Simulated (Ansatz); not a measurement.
# H5NSnTe: the cost of one run

Computed with the Python package of Ansatz 0.2.0. The levels of theory stand in the script.

## 1. Starting point

Bond lengths: N1–Sn2 2.012 Å, Sn2–Te3 2.743 Å, N1–H4 1.095 Å, N1–H5 1.044 Å, Sn2–H6 1.758 Å, Sn2–H7 1.773 Å, Te3–H8 1.673 Å. Angles: N1–Sn2–Te3 107.5°, N1–Sn2–H6 110.5°, N1–Sn2–H7 110.3°, Te3–Sn2–H6 110.2°, Te3–Sn2–H7 109.4°, H6–Sn2–H7 108.8°, Sn2–N1–H4 103.9°, Sn2–N1–H5 110.8°, H4–N1–H5 103.2°, Sn2–Te3–H8 90.9°.

The script holds or builds the structure itself.

## 2. The script

File h5nsnte.py:

```python
"""Energy of H5NSnTe against one bond angle."""

import ansatz as az
from ase import Atoms

BASIS = "def2-SVP"
XC = "pbe0"
FMAX = 0.02
LEVEL = "mp2"


def main() -> None:
    atoms = Atoms(["N", "Sn", "Te", "H", "H", "H", "H", "H"], positions=[
        (-1.1647, 0.323, -0.8726),
        (0.4769, 0.4314, 0.2857),
        (1.3553, -2.1322, 0.7122),
        (-1.3934, 1.3684, -1.103),
        (-0.9325, -0.0815, -1.8062),
        (0.1003, 1.2069, 1.8174),
        (1.7461, 1.3619, -0.5303),
        (-0.0956, -2.535, 1.4411),
    ])

    # relax first, so that the scan starts from a minimum
    first = (
        az.Crystal.molecule_from_ase(atoms).calculation()
        .basis(gaussian=BASIS)
        .functional(XC)
        .relax(force_tolerance=FMAX, max_steps=80)
    )
    atoms.positions = first.run().report["positions_ang"]

    rows = []
    for angle in [90, 100, 110, 120, 135, 150, 165, 179]:
        bent = atoms.copy()
        bent.set_angle(1, 2, 7, angle, indices=[7])
        setup = (
            az.Crystal.molecule_from_ase(bent).calculation()
            .basis(gaussian=BASIS)
            .correlation(LEVEL)
        )
        rows.append((angle, setup.run().report["free_energy_ev"]))
    floor = min(e for _, e in rows)
    for angle, e in rows:
        print(f"angle Sn1-Te2-H7 = {angle:3d} deg   {1000 * (e - floor):9.1f} meV")


if __name__ == "__main__":
    main()
```

## 3. The input behind the calls

The package turns the script's settings into the engine's input (first run):

```yaml
crystal:
  periodic: [false, false, false]
  atoms:
    - { symbol: "N", position_ang: [-1.1647, 0.323, -0.8726] }
    - { symbol: Sn, position_ang: [0.4769, 0.4314, 0.2857] }
    - { symbol: Te, position_ang: [1.3553, -2.1322, 0.7122] }
    - { symbol: H, position_ang: [-1.3934, 1.3684, -1.103] }
    - { symbol: H, position_ang: [-0.9325, -0.0815, -1.8062] }
    - { symbol: H, position_ang: [0.1003, 1.2069, 1.8174] }
    - { symbol: H, position_ang: [1.7461, 1.3619, -0.5303] }
    - { symbol: H, position_ang: [-0.0956, -2.535, 1.4411] }
basis:
  gaussian:
    orbitals: def2-SVP
hamiltonian:
  xc: pbe0
relax:
  f_tol: 0.02
  max_steps: 80
```

## 4. Launch

On the command line:

```bash
> python h5nsnte.py
```

**Question.** How long does this script take on 1 thread of Arm Neoverse V2, shared host, and how much memory does it need?

About 45 s, with a peak of 0.29 GiB.
